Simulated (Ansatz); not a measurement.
# CH₉NO₂Si₂: up Jacob's ladder to CCSD(T)

An exercise on one series of results from a longer session: the logs are not shown, and one member is left open.

Program: Ansatz 0.2.0, Gaussian basis. Level of theory: functionals in def2-TZVPP, the program's frozen cores in correlated methods. These are calculated values, not measurements.

Plan: PBE-D4, r2SCAN-D4, PBE0-D4, B3LYP-D4, ωB97X-V, ωB97M-V, B2PLYP; CCSD(T)/def2-TZVPP; MP2/def2-QZVPP; extrapolation to the limit.

## Structure used throughout

All runs share one geometry, relaxed beforehand with PBE0-D4 in a triple-zeta def2 set.

SMILES `CO[SiH2]N[SiH2]O`, 15 atoms, charge 0, spin multiplicity 1.

Atoms are counted from 1 here; the program's logs count them from 0.

Bond lengths: C1–O2 1.412 Å, C1–H7 1.091 Å, C1–H8 1.096 Å, C1–H9 1.095 Å, O2–Si3 1.656 Å, Si3–N4 1.709 Å, Si3–H10 1.487 Å, Si3–H11 1.487 Å, N4–Si5 1.731 Å, N4–H12 1.009 Å, Si5–O6 1.640 Å, Si5–H13 1.483 Å, Si5–H14 1.489 Å, O6–H15 0.964 Å. Angles: O2–C1–H7 108.4°, O2–C1–H8 111.5°, O2–C1–H9 111.2°, H7–C1–H8 108.6°, H7–C1–H9 108.4°, H8–C1–H9 108.7°, C1–O2–Si3 121.6°, O2–Si3–N4 107.7°, O2–Si3–H10 106.8°, O2–Si3–H11 110.8°, N4–Si3–H10 112.6°, N4–Si3–H11 108.8°, H10–Si3–H11 110.1°, Si3–N4–Si5 125.3°, Si3–N4–H12 115.9°, Si5–N4–H12 116.4°, N4–Si5–O6 108.0°, N4–Si5–H13 113.7° and more.

Set-up of the first run:

The input, in.yaml:

```yaml
crystal:
  periodic: [false, false, false]
  atoms:
    - {symbol: C, position_ang: [-0.701040, 0.360557, 2.362969]}
    - {symbol: O, position_ang: [-0.540654, -0.177914, 1.067753]}
    - {symbol: Si, position_ang: [0.959494, -0.485678, 0.436802]}
    - {symbol: N, position_ang: [0.763185, -0.844274, -1.222881]}
    - {symbol: Si, position_ang: [-0.073428, 0.147729, -2.369215]}
    - {symbol: O, position_ang: [-1.067434, 1.153272, -1.539135]}
    - {symbol: H, position_ang: [-1.754240, 0.607221, 2.505139]}
    - {symbol: H, position_ang: [-0.108005, 1.272703, 2.495883]}
    - {symbol: H, position_ang: [-0.409009, -0.362737, 3.132132]}
    - {symbol: H, position_ang: [1.779444, 0.733343, 0.666103]}
    - {symbol: H, position_ang: [1.585826, -1.655490, 1.108113]}
    - {symbol: H, position_ang: [0.914242, -1.806360, -1.487298]}
    - {symbol: H, position_ang: [0.819540, 1.033019, -3.154870]}
    - {symbol: H, position_ang: [-0.781494, -0.773339, -3.300205]}
    - {symbol: H, position_ang: [-1.386428, 0.797937, -0.701272]}
basis:
  gaussian: {orbitals: def2-TZVPP}
hamiltonian: {xc: pbe, dispersion: d4}
output: {forces: true, orbitals: {seedname: orbitals}}
```

Run with:

```console
> ansatz run in.yaml --threads 2 --pin off --events-out ev --progress --plain --max-ram 22528MiB --backend cuda --devices 0, --max-vram 18GiB
```

Among the steps run: PBE-D4 (GGA); r2SCAN-D4 (meta-GGA); PBE0-D4 (hybrid); B3LYP-D4 (hybrid); ωB97X-V (range-separated); ωB97M-V (range-separated); B2PLYP (double hybrid); CCSD(T) in def2-TZVPP; MP2 in def2-QZVPP.

One table of the session follows, with a row left open; its other results are not shown here.

| method | atomisation energy (eV) |
| --- | --- |
| PBE-D4 | ? |
| r2SCAN-D4 | 56.655 |
| PBE0-D4 | 56.211 |
| B3LYP-D4 | 56.752 |
| ωB97X-V | 57.046 |
| ωB97M-V | 56.986 |
| B2PLYP | 56.135 |
| HF/def2-TZVPP | 41.021 |
| MP2/def2-TZVPP | 56.075 |
| CCSD/def2-TZVPP | 54.563 |
| CCSD(T)/def2-TZVPP | 55.299 |
| MP2/CBS | 57.751 |
| CCSD(T)/CBS | 56.975 |

Estimate the missing values for PBE-D4.

The run gave: atomisation energy (eV): 57.093. In the column «atomisation energy (eV)» it lies between ωB97X-V (57.046) and MP2/CBS (57.751).

Limits of these values: Free atoms (1 C, 2 O, 2 Si, 1 N, 9 H) were run apart at each level; the atomisation energy is their sum less the molecule, without zero-point or spin-orbit terms.
